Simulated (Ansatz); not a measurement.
# Ca: the cost of one run

Computed with Ansatz 0.2.0 (DFT LDA, scalar-relativistic, plane waves, PAW, unless a step's input says otherwise).

### 1 The starting structure

Symmetry: P4/nmm, No. 129, tetragonal system. Conventional cell: a = 4.410 Å, b = 4.410 Å, c = 27.981 Å, α = 90.00°, β = 90.00°, γ = 90.00°. Ca (site symmetry 4mm) is surrounded by 4 Ca at 3.81 Å. Ca (site symmetry 4mm) has 8 Ca at 3.81 Å as nearest neighbours.

As a file:

```
CELL_PARAMETERS angstrom
4.41041 0.00000 0.00000
0.00000 4.41041 0.00000
0.00000 0.00000 27.98057
ATOMIC_POSITIONS crystal
Ca 0.00000 0.00000 0.30378
Ca 0.50000 0.50000 0.38227
Ca 0.00000 0.00000 0.46076
Ca 0.50000 0.50000 0.53924
Ca 0.00000 0.00000 0.61773
Ca 0.50000 0.50000 0.69622
```

Slab cut from the bulk at the bulk's listed lattice constants, lower half held.

### 2 Relaxing the atoms

Contents of input.yaml:

```yaml
crystal:
  lattice:
    - [4.41040981, 0.0, 0.0]
    - [0.0, 4.41040981, 0.0]
    - [0.0, 0.0, 27.9805743183]
  atoms:
    - { symbol: Ca, position: [0.0, 0.0, 0.3037821849] }
    - { symbol: Ca, position: [0.5, 0.5, 0.3822693109] }
    - { symbol: Ca, position: [0.0, 0.0, 0.460756437] }
    - { symbol: Ca, position: [0.5, 0.5, 0.539243563] }
    - { symbol: Ca, position: [0.0, 0.0, 0.6177306891] }
    - { symbol: Ca, position: [0.5, 0.5, 0.6962178151] }
basis:
  ecutwfc: 420.0
  fft_grid_basis: typed
kpoints:
  mp_grid: { grid: [6, 6, 1] }
hamiltonian:
  xc: lda
  pseudopotentials: { kind: paw }
scf:
  occupations: { method: gaussian, width: 0.1 }
output:
  forces: true
  eigenvalues: true
efield:
  axis: 3
  dipole_correction: true
  ramp_width: 0.04
relax:
  adjacent_minimum: "off"
  f_tol: 0.04
  max_steps: 40
  constraints: [{ sites: [0, 1, 2] }]
```

Run with:

```bash
$ ansatz run input.yaml --threads 1 --pin off --max-ram 2211MiB --backend cpu --events-out ev --progress --plain --runs-dir out
```

Q: Estimate wall time and peak memory on 1 thread of Arm Neoverse N1, shared host.

About 2.6 min, with a peak of 0.51 GiB.
